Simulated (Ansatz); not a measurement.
# LiBe16: the cost of one run

All numbers below are computed with Ansatz 0.2.0 (DFT PBE, plane waves, PAW, scalar-relativistic, no spin polarisation).

## (1) The starting structure

The cell holds 17 atoms (Be16Li): a = 4.580 Å, b = 3.966 Å, c = 7.177 Å, α = 90.00°, β = 90.00°, γ = 90.00°.

The coordinates stand in the first input below.

## (2) Relaxing end A

input.yaml

```yaml
crystal:
  lattice:
    - [-2.29, -3.966396, 0.0]
    - [3.435, -1.983198, 0.0]
    - [0.0, 0.0, 7.17686]
  atoms:
    - { symbol: Be, position: [0.75, 0.5, 0.0] }
    - { symbol: Be, position: [0.5, 0.3333333, 0.25] }
    - { symbol: Be, position: [0.75, 0.5, 0.5] }
    - { symbol: Be, position: [0.5, 0.3333333, 0.75] }
    - { symbol: Be, position: [0.5, 0.0, 0.0] }
    - { symbol: Be, position: [0.25, 0.8333333, 0.25] }
    - { symbol: Be, position: [0.5, 0.0, 0.5] }
    - { symbol: Be, position: [0.25, 0.8333333, 0.75] }
    - { symbol: Be, position: [0.25, 0.5, 0.0] }
    - { symbol: Be, position: [0.0, 0.3333333, 0.25] }
    - { symbol: Be, position: [0.25, 0.5, 0.5] }
    - { symbol: Be, position: [0.0, 0.3333333, 0.75] }
    - { symbol: Be, position: [0.0, 0.0, 0.0] }
    - { symbol: Be, position: [0.75, 0.8333333, 0.25] }
    - { symbol: Be, position: [0.0, 0.0, 0.5] }
    - { symbol: Be, position: [0.75, 0.8333333, 0.75] }
    - { symbol: Li, position: [0.5012365, 0.6658913, 0.1308824] }
basis:
  ecutwfc: 420.0
kpoints:
  mp_grid: { grid: [5, 5, 3] }
hamiltonian:
  xc: pbe
scf:
  occupations: { method: gaussian, width: 0.05 }
  lower_state_search: "off"
relax:
  f_tol: 0.03
  max_steps: 60
  adjacent_minimum: "off"
```

The run is started by

```
$ ansatz run input.yaml --threads 1 --pin off --max-ram 3072MiB --backend cpu --events-out ev --progress --plain --runs-dir out
```

Q: Estimate wall time and peak memory on 1 thread of Intel Xeon 6975P-C (Granite Rapids), shared host.

About 65 s, with a peak of 0.47 GiB.
